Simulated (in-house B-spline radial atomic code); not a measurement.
# Ru³⁺: a fraction of an electron removed from 4d

How does the AM05 energy of Ru³⁺ change when part of an electron is removed from 4d?

Program: in-house B-spline radial atomic code version 1. Level of theory: scalar-relativistic (spin-free one-electron X2C) AM05, spin-polarised, spherical fractional occupations, Fermi nucleus, basis-set limit. These are calculated values, not measurements, unless marked.

## Step 1: The system

```
element       : ruthenium (Z = 44)
charge        : +3
electrons     : 41
configuration : [Kr] 4d5
Hamiltonian   : scalar-relativistic (X2C)
nucleus       : Fermi, rms radius 4.481 fm
```

The outer shells:

[Kr] 4d5
```
[Kr] core
4d [↑ ][↑ ][↑ ][↑ ][↑ ]
```

Where spins are not typed, each open shell is filled with up spins first.

## Step 2: The start, at fraction 0

Settings, as recorded:

```ini
Z = 44
electrons = 41.0
configuration = [Kr] 4d5
hamiltonian = x2c
method = am05
spin_polarised = True
nucleus = fermi
rms_radius = 4.4809
mass_number = 102
atomic_mass = 101.904340312
speed_of_light = 137.035999084
```

Main fields of the result record, rounded:

```text
{
  "status": "converged",
  "scf [iteration, energy, orbital gradient]": [
    [1, -4515.46865187, 0.495],
    [2, -4519.73215992, 0.356],
    [3, -4523.45818818, 0.0781],
    [4, -4523.61429189, 0.0209],
    [5, -4523.6213118, 0.0096],
    [6, -4523.62319621, 0.0022],
    [7, -4523.62333866, 0.000621],
    [8, -4523.62334726, 3.05e-05],
    [9, -4523.62334727, 1.57e-06],
    [10, -4523.62334727, 8.25e-08]
  ],
  "energy [hartree]": {"total": -4523.62334727, "kinetic": 4706.23805133, "nuclear": -10896.7295767, "coulomb": 1795.86236414, "xc": -128.994186044},
  "orbitals [hartree, bohr; first row names the columns]": [
    ["name", "occ", "eps", "<r>", "<r^2>", "<1/r>", "r_max"],
    ["1s up", 1.0, -805.15421, 0.03295, 0.0014768, 47.471, 0.021125],
    ["1s down", 1.0, -805.15422, 0.03295, 0.0014768, 47.471, 0.021125],
    ["2s up", 1.0, -116.93082, 0.14539, 0.02498, 10.66, 0.12298],
    ["2s down", 1.0, -116.90126, 0.14538, 0.024976, 10.661, 0.12297],
    ["2p up", 3.0, -104.94411, 0.12682, 0.019662, 10.084, 0.098036],
    ["2p down", 3.0, -104.92141, 0.1268, 0.019657, 10.085, 0.098026],
    ["3s up", 1.0, -21.645967, 0.40312, 0.18622, 3.6526, 0.36218],
    ["3s down", 1.0, -21.627387, 0.40299, 0.18605, 3.6528, 0.36225],
    ["3p up", 3.0, -17.704399, 0.40331, 0.18928, 3.4327, 0.35518],
    ["3p down", 3.0, -17.683609, 0.40311, 0.18902, 3.4332, 0.35526],
    ["3d up", 5.0, -11.337489, 0.38437, 0.17702, 3.1946, 0.3006],
    ["3d down", 5.0, -11.307857, 0.38406, 0.17661, 3.1955, 0.30079],
    ["4s up", 1.0, -4.1227161, 1.0126, 1.1604, 1.3654, 0.91364],
    ["4s down", 1.0, -3.9879142, 1.0078, 1.15, 1.3741, 0.91037],
    ["4p up", 3.0, -3.0153882, 1.1104, 1.4079, 1.2173, 0.97964],
    ["4p down", 3.0, -2.8731501, 1.1054, 1.397, 1.2253, 0.97502],
    ["4d up", 5.0, -1.4264435, 1.4295, 2.3969, 0.92221, 1.1724]
  ],
  "sum_r [bohr^k]": {"-1": 251.3002, "1": 24.00024, "2": 26.15598}
}
```

Run time: 0.13 s. Hardware: 1 thread, shared host.

## Step 3: 0.04 electron removed from 4d

Changes to the settings of step 2:

```diff
@@ -1,4 +1,4 @@
 Z = 44
-electrons = 41.0
-configuration = [Kr] 4d5
+electrons = 40.96
+configuration = [Kr] 4d4.96
 hamiltonian = x2c
```

Result record:

```text
{
  "status": "converged",
  "iterations": 10,
  "energy [hartree]": {"total": -4523.56588155, "kinetic": 4706.18298483, "nuclear": -10895.6746813, "coulomb": 1794.89575562, "xc": -128.969940661},
  "orbitals [hartree, bohr; first row names the columns]": [
    ["name", "occ", "eps", "<r>"],
    ["1s up", 1.0, -805.17832, 0.03295],
    ["1s down", 1.0, -805.17833, 0.03295],
    ["2s up", 1.0, -116.95517, 0.14539],
    ["2s down", 1.0, -116.92573, 0.14538],
    ["2p up", 3.0, -104.96846, 0.12682],
    ["2p down", 3.0, -104.94585, 0.1268],
    ["3s up", 1.0, -21.669989, 0.40312],
    ["3s down", 1.0, -21.651481, 0.40299],
    ["3p up", 3.0, -17.728415, 0.40331],
    ["3p down", 3.0, -17.707707, 0.40311],
    ["3d up", 5.0, -11.361539, 0.38436],
    ["3d down", 5.0, -11.332023, 0.38406],
    ["4s up", 1.0, -4.145276, 1.0123],
    ["4s down", 1.0, -4.0110427, 1.0075],
    ["4p up", 3.0, -3.0374943, 1.1098],
    ["4p down", 3.0, -2.8958797, 1.1049],
    ["4d up", 4.96, -1.4468604, 1.4266]
  ],
  "sum_r [bohr^k]": {"-1": 251.2763, "1": 23.92485, "2": 25.99644},
  "energy_minus_base [hartree]": 0.0574657267
}
```

Wall time 0.13 s (1 thread, shared host).

energy_minus_base is the energy less that of the reference run.

## Step 4: 0.2 electron removed from 4d

Changes to the settings of step 3:

```diff
@@ -1,4 +1,4 @@
 Z = 44
-electrons = 40.96
-configuration = [Kr] 4d4.96
+electrons = 40.8
+configuration = [Kr] 4d4.8
 hamiltonian = x2c
```

Result record:

```text
{
  "status": "converged",
  "iterations": 10,
  "energy [hartree]": {"total": -4523.32780943, "kinetic": 4705.9547142, "nuclear": -10891.4089828, "coulomb": 1790.99832819, "xc": -128.871869028},
  "orbitals [hartree, bohr; first row names the columns]": [
    ["name", "occ", "eps", "<r>"],
    ["1s up", 1.0, -805.27581, 0.03295],
    ["1s down", 1.0, -805.27582, 0.03295],
    ["2s up", 1.0, -117.05366, 0.14539],
    ["2s down", 1.0, -117.02469, 0.14538],
    ["2p up", 3.0, -105.06694, 0.12682],
    ["2p down", 3.0, -105.04469, 0.1268],
    ["3s up", 1.0, -21.767085, 0.40311],
    ["3s down", 1.0, -21.74888, 0.40298],
    ["3p up", 3.0, -17.825491, 0.40329],
    ["3p down", 3.0, -17.80512, 0.4031],
    ["3d up", 5.0, -11.458757, 0.38433],
    ["3d down", 5.0, -11.429721, 0.38404],
    ["4s up", 1.0, -4.2362792, 1.0112],
    ["4s down", 1.0, -4.1043926, 1.0066],
    ["4p up", 3.0, -3.1266425, 1.1076],
    ["4p down", 3.0, -2.9875946, 1.1028],
    ["4d up", 4.8, -1.5292256, 1.4152]
  ],
  "sum_r [bohr^k]": {"-1": 251.1793, "1": 23.62652, "2": 25.37227},
  "energy_minus_base [hartree]": 0.29553784
}
```

Run time: 0.13 s. Hardware: 1 thread, shared host.

## Step 5: 0.32 electron removed from 4d

Changes to the settings of step 4:

```diff
@@ -1,4 +1,4 @@
 Z = 44
-electrons = 40.8
-configuration = [Kr] 4d4.8
+electrons = 40.68
+configuration = [Kr] 4d4.68
 hamiltonian = x2c
```

Result record:

```text
{
  "status": "converged",
  "iterations": 10,
  "energy [hartree]": {"total": -4523.14055878, "kinetic": 4705.77502386, "nuclear": -10888.1618448, "coulomb": 1788.04346151, "xc": -128.797199384},
  "orbitals [hartree, bohr; first row names the columns]": [
    ["name", "occ", "eps", "<r>"],
    ["1s up", 1.0, -805.35004, 0.03295],
    ["1s down", 1.0, -805.35004, 0.03295],
    ["2s up", 1.0, -117.12865, 0.14539],
    ["2s down", 1.0, -117.10006, 0.14538],
    ["2p up", 3.0, -105.14192, 0.12682],
    ["2p down", 3.0, -105.11996, 0.1268],
    ["3s up", 1.0, -21.840955, 0.4031],
    ["3s down", 1.0, -21.82299, 0.40298],
    ["3p up", 3.0, -17.899344, 0.40328],
    ["3p down", 3.0, -17.87924, 0.40309],
    ["3d up", 5.0, -11.532723, 0.38431],
    ["3d down", 5.0, -11.504067, 0.38402],
    ["4s up", 1.0, -4.3053166, 1.0103],
    ["4s down", 1.0, -4.1752662, 1.0058],
    ["4p up", 3.0, -3.1942481, 1.1059],
    ["4p down", 3.0, -3.0572012, 1.1013],
    ["4d up", 4.68, -1.5917185, 1.4068]
  ],
  "sum_r [bohr^k]": {"-1": 251.1056, "1": 23.40605, "2": 24.91815},
  "energy_minus_base [hartree]": 0.48278849
}
```

Wall time 0.13 s (1 thread, shared host).

## Step 6: 0.48 electron removed from 4d

Changes to the settings of step 5:

```diff
@@ -1,4 +1,4 @@
 Z = 44
-electrons = 40.68
-configuration = [Kr] 4d4.68
+electrons = 40.519999999999996
+configuration = [Kr] 4d4.52
 hamiltonian = x2c
```

Result record:

```text
{
  "status": "converged",
  "iterations": 10,
  "energy [hartree]": {"total": -4522.87915743, "kinetic": 4705.52397816, "nuclear": -10883.7694885, "coulomb": 1784.06255605, "xc": -128.696203159},
  "orbitals [hartree, bohr; first row names the columns]": [
    ["name", "occ", "eps", "<r>"],
    ["1s up", 1.0, -805.45046, 0.03295],
    ["1s down", 1.0, -805.45046, 0.03295],
    ["2s up", 1.0, -117.23011, 0.14539],
    ["2s down", 1.0, -117.20205, 0.14538],
    ["2p up", 3.0, -105.24338, 0.12682],
    ["2p down", 3.0, -105.22182, 0.1268],
    ["3s up", 1.0, -21.94082, 0.40309],
    ["3s down", 1.0, -21.923191, 0.40297],
    ["3p up", 3.0, -17.999186, 0.40327],
    ["3p down", 3.0, -17.979456, 0.40307],
    ["3d up", 5.0, -11.632724, 0.38428],
    ["3d down", 5.0, -11.6046, 0.38399],
    ["4s up", 1.0, -4.3983843, 1.0092],
    ["4s down", 1.0, -4.2708841, 1.0048],
    ["4p up", 3.0, -3.2853541, 1.1036],
    ["4p down", 3.0, -3.151077, 1.0992],
    ["4d up", 4.52, -1.6759779, 1.396]
  ],
  "sum_r [bohr^k]": {"-1": 251.0058, "1": 23.11625, "2": 24.33016},
  "energy_minus_base [hartree]": 0.74418984
}
```

Run time: 0.13 s. Hardware: 1 thread, shared host.

## Step 7: 0.5 electron removed from 4d

Changes to the settings of step 6:

```diff
@@ -1,4 +1,4 @@
 Z = 44
-electrons = 40.519999999999996
-configuration = [Kr] 4d4.52
+electrons = 40.5
+configuration = [Kr] 4d4.5
 hamiltonian = x2c
```

Result record:

```text
{
  "status": "converged",
  "iterations": 10,
  "energy [hartree]": {"total": -4522.84553176, "kinetic": 4705.49166889, "nuclear": -10883.2154449, "coulomb": 1783.56171018, "xc": -128.683465901},
  "orbitals [hartree, bohr; first row names the columns]": [
    ["name", "occ", "eps", "<r>"],
    ["1s up", 1.0, -805.46313, 0.03295],
    ["1s down", 1.0, -805.46313, 0.03295],
    ["2s up", 1.0, -117.24291, 0.14539],
    ["2s down", 1.0, -117.21491, 0.14538],
    ["2p up", 3.0, -105.25618, 0.12682],
    ["2p down", 3.0, -105.23467, 0.1268],
    ["3s up", 1.0, -21.953412, 0.40309],
    ["3s down", 1.0, -21.935826, 0.40296],
    ["3p up", 3.0, -18.011775, 0.40326],
    ["3p down", 3.0, -17.992093, 0.40307],
    ["3d up", 5.0, -11.645333, 0.38428],
    ["3d down", 5.0, -11.617278, 0.38399],
    ["4s up", 1.0, -4.410098, 1.009],
    ["4s down", 1.0, -4.2829248, 1.0047],
    ["4p up", 3.0, -3.2968184, 1.1033],
    ["4p down", 3.0, -3.1628958, 1.0989],
    ["4d up", 4.5, -1.6865842, 1.3947]
  ],
  "sum_r [bohr^k]": {"-1": 250.9932, "1": 23.08035, "2": 24.258},
  "energy_minus_base [hartree]": 0.777815516
}
```

Run time: 0.13 s. Hardware: 1 thread, shared host.

## Step 8: 0.6 electron removed from 4d

Changes to the settings of step 7:

```diff
@@ -1,4 +1,4 @@
 Z = 44
-electrons = 40.5
-configuration = [Kr] 4d4.5
+electrons = 40.4
+configuration = [Kr] 4d4.4
 hamiltonian = x2c
```

Result record:

```text
{
  "status": "converged",
  "iterations": 10,
  "energy [hartree]": {"total": -4522.67421289, "kinetic": 4705.32700404, "nuclear": -10880.428717, "coulomb": 1781.04691223, "xc": -128.619412153},
  "orbitals [hartree, bohr; first row names the columns]": [
    ["name", "occ", "eps", "<r>"],
    ["1s up", 1.0, -805.52685, 0.03295],
    ["1s down", 1.0, -805.52685, 0.03295],
    ["2s up", 1.0, -117.3073, 0.14539],
    ["2s down", 1.0, -117.27965, 0.14538],
    ["2p up", 3.0, -105.32057, 0.12682],
    ["2p down", 3.0, -105.29932, 0.1268],
    ["3s up", 1.0, -22.016731, 0.40308],
    ["3s down", 1.0, -21.999367, 0.40296],
    ["3p up", 3.0, -18.075079, 0.40325],
    ["3p down", 3.0, -18.055643, 0.40306],
    ["3d up", 5.0, -11.708742, 0.38426],
    ["3d down", 5.0, -11.681038, 0.38397],
    ["4s up", 1.0, -4.4689296, 1.0082],
    ["4s down", 1.0, -4.3434188, 1.004],
    ["4p up", 3.0, -3.3543897, 1.1019],
    ["4p down", 3.0, -3.2222665, 1.0976],
    ["4d up", 4.4, -1.7398591, 1.3881]
  ],
  "sum_r [bohr^k]": {"-1": 250.9299, "1": 22.90189, "2": 23.90155},
  "energy_minus_base [hartree]": 0.949134382
}
```

Wall time 0.13 s (1 thread, shared host).

## Step 9: 0.66 electron removed from 4d

Changes to the settings of step 8:

```diff
@@ -1,4 +1,4 @@
 Z = 44
-electrons = 40.4
-configuration = [Kr] 4d4.4
+electrons = 40.34
+configuration = [Kr] 4d4.34
 hamiltonian = x2c
```

Result record:

```text
{
  "status": "converged",
  "iterations": 10,
  "energy [hartree]": {"total": -4522.56885748, "kinetic": 4705.2256987, "nuclear": -10878.7435474, "coulomb": 1779.52968131, "xc": -128.58069011},
  "orbitals [hartree, bohr; first row names the columns]": [
    ["name", "occ", "eps", "<r>"],
    ["1s up", 1.0, -805.56539, 0.03295],
    ["1s down", 1.0, -805.56538, 0.03295],
    ["2s up", 1.0, -117.34624, 0.14539],
    ["2s down", 1.0, -117.3188, 0.14538],
    ["2p up", 3.0, -105.35951, 0.12682],
    ["2p down", 3.0, -105.33843, 0.1268],
    ["3s up", 1.0, -22.055008, 0.40307],
    ["3s down", 1.0, -22.03778, 0.40295],
    ["3p up", 3.0, -18.113346, 0.40325],
    ["3p down", 3.0, -18.094062, 0.40306],
    ["3d up", 5.0, -11.747074, 0.38424],
    ["3d down", 5.0, -11.719586, 0.38396],
    ["4s up", 1.0, -4.5044367, 1.0078],
    ["4s down", 1.0, -4.3799452, 1.0036],
    ["4p up", 3.0, -3.3891298, 1.101],
    ["4p down", 3.0, -3.2581083, 1.0967],
    ["4d up", 4.34, -1.7720165, 1.3842]
  ],
  "sum_r [bohr^k]": {"-1": 250.8916, "1": 22.79564, "2": 23.69105},
  "energy_minus_base [hartree]": 1.05448979
}
```

Wall time 0.13 s (1 thread, shared host).

## Step 10: 0.79 electron removed from 4d

Changes to the settings of step 9:

```diff
@@ -1,4 +1,4 @@
 Z = 44
-electrons = 40.34
-configuration = [Kr] 4d4.34
+electrons = 40.21
+configuration = [Kr] 4d4.21
 hamiltonian = x2c
```

Result record:

```text
{
  "status": "converged",
  "iterations": 10,
  "energy [hartree]": {"total": -4522.33394193, "kinetic": 4704.99970486, "nuclear": -10875.0588551, "coulomb": 1776.22127197, "xc": -128.496063702},
  "orbitals [hartree, bohr; first row names the columns]": [
    ["name", "occ", "eps", "<r>"],
    ["1s up", 1.0, -805.64966, 0.03295],
    ["1s down", 1.0, -805.64965, 0.03295],
    ["2s up", 1.0, -117.4314, 0.14539],
    ["2s down", 1.0, -117.40444, 0.14538],
    ["2p up", 3.0, -105.44467, 0.12682],
    ["2p down", 3.0, -105.42395, 0.1268],
    ["3s up", 1.0, -22.138667, 0.40306],
    ["3s down", 1.0, -22.121743, 0.40294],
    ["3p up", 3.0, -18.196983, 0.40323],
    ["3p down", 3.0, -18.178039, 0.40305],
    ["3d up", 5.0, -11.830857, 0.38421],
    ["3d down", 5.0, -11.803851, 0.38394],
    ["4s up", 1.0, -4.5818949, 1.0068],
    ["4s down", 1.0, -4.4596691, 1.0027],
    ["4p up", 3.0, -3.4648994, 1.0991],
    ["4p down", 3.0, -3.3363216, 1.095],
    ["4d up", 4.21, -1.8421788, 1.376]
  ],
  "sum_r [bohr^k]": {"-1": 250.8079, "1": 22.56749, "2": 23.24331},
  "energy_minus_base [hartree]": 1.28940534
}
```

Run time: 0.13 s. Hardware: 1 thread, shared host.

## Step 11: 0.97 electron removed from 4d

Changes to the settings of step 10:

```diff
@@ -1,4 +1,4 @@
 Z = 44
-electrons = 40.21
-configuration = [Kr] 4d4.21
+electrons = 40.03
+configuration = [Kr] 4d4.03
 hamiltonian = x2c
```

Result record:

```text
{
  "status": "converged",
  "iterations": 10,
  "energy [hartree]": {"total": -4521.99352728, "kinetic": 4704.67197223, "nuclear": -10869.8821436, "coulomb": 1771.59393457, "xc": -128.377290475},
  "orbitals [hartree, bohr; first row names the columns]": [
    ["name", "occ", "eps", "<r>"],
    ["1s up", 1.0, -805.76807, 0.03295],
    ["1s down", 1.0, -805.76806, 0.03295],
    ["2s up", 1.0, -117.55107, 0.14539],
    ["2s down", 1.0, -117.5248, 0.14538],
    ["2p up", 3.0, -105.56435, 0.12682],
    ["2p down", 3.0, -105.54416, 0.1268],
    ["3s up", 1.0, -22.256121, 0.40305],
    ["3s down", 1.0, -22.23964, 0.40293],
    ["3p up", 3.0, -18.314406, 0.40321],
    ["3p down", 3.0, -18.295955, 0.40303],
    ["3d up", 5.0, -11.948492, 0.38417],
    ["3d down", 5.0, -11.922187, 0.3839],
    ["4s up", 1.0, -4.6903084, 1.0053],
    ["4s down", 1.0, -4.5713485, 1.0014],
    ["4p up", 3.0, -3.5709155, 1.0964],
    ["4p down", 3.0, -3.4458499, 1.0925],
    ["4d up", 4.03, -1.9404089, 1.3648]
  ],
  "sum_r [bohr^k]": {"-1": 250.6902, "1": 22.25606, "2": 22.64129},
  "energy_minus_base [hartree]": 1.62982
}
```

It took 0.14 s on 1 thread, shared host.

## Step 12: 1 electron removed from 4d

Changes to the settings of step 11:

```diff
@@ -1,4 +1,4 @@
 Z = 44
-electrons = 40.03
-configuration = [Kr] 4d4.03
+electrons = 40.0
+configuration = [Kr] 4d4
 hamiltonian = x2c
```

Result record:

```text
{
  "status": "converged",
  "iterations": 10,
  "energy [hartree]": {"total": -4521.93506776, "kinetic": 4704.61566296, "nuclear": -10869.0109924, "coulomb": 1770.81758107, "xc": -128.357319362},
  "orbitals [hartree, bohr; first row names the columns]": [
    ["name", "occ", "eps", "<r>"],
    ["1s up", 1.0, -805.788, 0.03295],
    ["1s down", 1.0, -805.78798, 0.03295],
    ["2s up", 1.0, -117.57121, 0.14539],
    ["2s down", 1.0, -117.54506, 0.14538],
    ["2p up", 3.0, -105.58449, 0.12682],
    ["2p down", 3.0, -105.56439, 0.1268],
    ["3s up", 1.0, -22.275877, 0.40304],
    ["3s down", 1.0, -22.259472, 0.40293],
    ["3p up", 3.0, -18.334156, 0.4032],
    ["3p down", 3.0, -18.315791, 0.40302],
    ["3d up", 5.0, -11.968279, 0.38416],
    ["3d down", 5.0, -11.942096, 0.38389],
    ["4s up", 1.0, -4.7085062, 1.0051],
    ["4s down", 1.0, -4.5901053, 1.0012],
    ["4p up", 3.0, -3.5887072, 1.0959],
    ["4p down", 3.0, -3.4642416, 1.092],
    ["4d up", 4.0, -1.9569007, 1.363]
  ],
  "sum_r [bohr^k]": {"-1": 250.6704, "1": 22.20465, "2": 22.54289},
  "energy_minus_base [hartree]": 1.68827951
}
```

Wall time 0.14 s (1 thread, shared host).

## Step 13: Results

| fraction | energy change (eV) | less the straight line (eV) | level 4d up (eV) | sum of <r²> (bohr²) |
| --- | --- | --- | --- | --- |
| 0 | 0.0000 | 0.0000 | -38.816 | 26.156 |
| 0.04 | 1.5637 | -0.2739 | -39.371 | 25.996 |
| 0.2 | 8.0420 | -1.1461 | -41.612 | 25.372 |
| 0.32 | 13.1373 | -1.5636 | -43.313 | 24.918 |
| 0.48 | 20.2504 | -1.8010 | -45.606 | 24.330 |
| 0.5 | 21.1654 | -1.8048 | -45.894 | 24.258 |
| 0.6 | 25.8273 | -1.7370 | -47.344 | 23.902 |
| 0.66 | 28.6941 | -1.6266 | -48.219 | 23.691 |
| 0.79 | 35.0865 | -1.2064 | -50.128 | 23.243 |
| 0.97 | 44.3497 | -0.2126 | -52.801 | 22.641 |
| 1 | 45.9404 | 0.0000 | -53.250 | 22.543 |

What this shows: From fraction 0 to 1 the energy changes by 45.940 eV. It sags under the straight line by up to 1.80 eV (at 0.5); exact theory is straight between whole electron numbers, so this convex bend is an error (delocalisation) that favours fractional charges. Slater's transition state, the slope from the orbital energy at fraction 0.5 (Janak's theorem), gives 45.894 eV for the whole step. The tabulated ionisation energy is 45 ± 1.7 eV (tabulated theoretical; NIST Atomic Spectra Database), so the whole step is off by +0.94 eV, and minus the highest level at fraction 0 (38.816 eV) by -6.18 eV. Spin-orbit coupling is left out.
